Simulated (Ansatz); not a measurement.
**CH3In (SMILES C[In]): CCSD(T)/def2-SVPD (core potential)**

What is the vertical electron affinity of CH3In at CCSD(T)/def2-SVPD (core potential)? 

The calculation is run with Ansatz 0.2.0.

46 further runs of the same task are left out: 5 that didn't finish, 41 set aside as unsound or not needed.

## (1) Starting point

CH3In has 5 atoms, charge 0, and is taken as a singlet. SMILES: `C[In]`. Geometry: relaxed at PBE0-D4/def2-TZVP.

Bond lengths: C1–In2 2.238 Å, C1–H3 1.096 Å, C1–H4 1.096 Å, C1–H5 1.096 Å. Angles: In2–C1–H3 111.3°, In2–C1–H4 111.3°, In2–C1–H5 111.3°, H3–C1–H4 107.6°, H3–C1–H5 107.6°, H4–C1–H5 107.6°.

## (2) A single-point energy at CCSD(T)/def2-SVPD (core potential)

Input file job.yaml:

```yaml
crystal:
  periodic: [false, false, false]
  atoms:
    - {symbol: C, position_ang: [-0.182770, 0.073150, -0.070580]}
    - {symbol: In, position_ang: [1.772750, -0.709460, 0.684610]}
    - {symbol: H, position_ang: [-0.972960, -0.040920, 0.680150]}
    - {symbol: H, position_ang: [-0.502560, -0.460530, -0.972760]}
    - {symbol: H, position_ang: [-0.114460, 1.137770, -0.321410]}
basis:
  gaussian:
    orbitals: def2-SVPD
magnetization:
  spin_polarized: false
  initial_magnetization: 0
correlation:
  method: ccsd_t
  frozen_orbitals: {C: 1, H: 0, In: 4}
accuracy: high
scf:
  omitted_lower_state_checks: [cluster_reference, increment]
```

Launch:

```sh
$ ansatz run job.yaml --threads 1 --pin off --max-ram 3480MiB --events-out events.jsonl --progress --plain --runs-dir runs
```

What it wrote, shortened:

```text
Warning: RAYON_NUM_THREADS=1 ignored (pool sized by the plan → 1); use --threads N
Functional definition: HF
  name "HF"
[...]
1696 factors; integrals over basis functions are off by at most 3.1e-9 eV
[...]
mean field -6225.54495238 eV, -228.7845571740 hartree, gradient 9.0e-9 eV, S^2 0.000000; 0 other end points of the search recorded, 0 dependent functions left out
5 core orbitals not correlated: weight in the atoms' cores, before any rotation towards them, 1.000 or more for the frozen orbitals, at most 0.000 for the correlated occupied ones
reference -6225.54495238 eV, -228.7845571740 hartree; 10, 10 occupied and 61, 61 virtual orbitals, 1696 factors
second order -6.28098492 eV of doubles, -0.00000000 eV of singles
cycle   1  -6.79555721 eV  change   -5.1e-1 eV  update   7.5e-2
[...]
cycle  20  -7.09103028 eV  change   3.0e-10 eV  update   2.0e-9
perturbative correction -0.24384972 eV, -0.0089613120 hartree
Total energy: -6232.87983238 eV, -229.0541090422 hartree
Checks for a lower state left out: cluster_reference, increment
```

It took 7.5 s on 1 thread of Arm Neoverse V1, shared host; peak memory 0.34 GiB.

## (3) The doublet anion

Input file job.yaml:

```yaml
crystal:
  periodic: [false, false, false]
  atoms:
    - {symbol: C, position_ang: [-0.182770, 0.073150, -0.070580]}
    - {symbol: In, position_ang: [1.772750, -0.709460, 0.684610]}
    - {symbol: H, position_ang: [-0.972960, -0.040920, 0.680150]}
    - {symbol: H, position_ang: [-0.502560, -0.460530, -0.972760]}
    - {symbol: H, position_ang: [-0.114460, 1.137770, -0.321410]}
basis:
  gaussian: {orbitals: def2-SVPD}
accuracy: high
total_charge: -1
scf: {omitted_lower_state_checks: [cluster_reference, increment]}
magnetization: {spin_polarized: true, initial_magnetization: 1}
correlation: {method: ccsd_t, frozen_orbitals: {C: 1, H: 0, In: 4}}
```

Launch:

```sh
$ ansatz run job.yaml --threads 1 --pin off --max-ram 3480MiB --events-out events.jsonl --progress --plain --runs-dir runs
```

What it wrote:

```text
Warning: RAYON_NUM_THREADS=1 ignored (pool sized by the plan → 1); use --threads N
[... 17 lines left out ...]
5 core orbitals not correlated: weight in the atoms' cores, before any rotation towards them, 1.000 or more for the frozen orbitals, at most 0.000 for the correlated occupied ones
[... 39 lines left out ...]
Total energy: -6232.65279029 eV, -229.0457653993 hartree
Checks for a lower state left out: cluster_reference, increment
```

Run time: 63 s. Hardware: 1 thread of Arm Neoverse V1, shared host; peak memory 0.72 GiB.

## (4) Outcome

Level: CCSD(T)/def2-SVPD (core potential), 5 core orbitals frozen.

| quantity | value |
| --- | --- |
| singlet CH3In: total energy | -229.05411 Eh |
| singlet CH3In: correlation energy (5 core orbitals frozen) | -269.6 mEh |
| singlet CH3In: (T) correction | -8.96 mEh |
| singlet CH3In: T1 diagnostic | 0.010 |
| doublet anion: total energy | -229.04577 Eh |
| doublet anion: correlation energy (5 core orbitals frozen) | -279.9 mEh |
| doublet anion: (T) correction | -9.98 mEh |
| doublet anion: ⟨S²⟩ of the reference determinant | 0.782 |
| doublet anion: T1 diagnostic | 0.015 |
| vertical electron affinity (to the doublet anion) | -0.227 eV |

In words: The anion lies 0.23 eV (5.2 kcal/mol) above the neutral: the electron isn't bound at this level, and such a value depends on the basis. The triples (singlet CH3In) make up 3.3 % of the correlation energy. The triples (doublet anion) make up 3.6 % of the correlation energy.
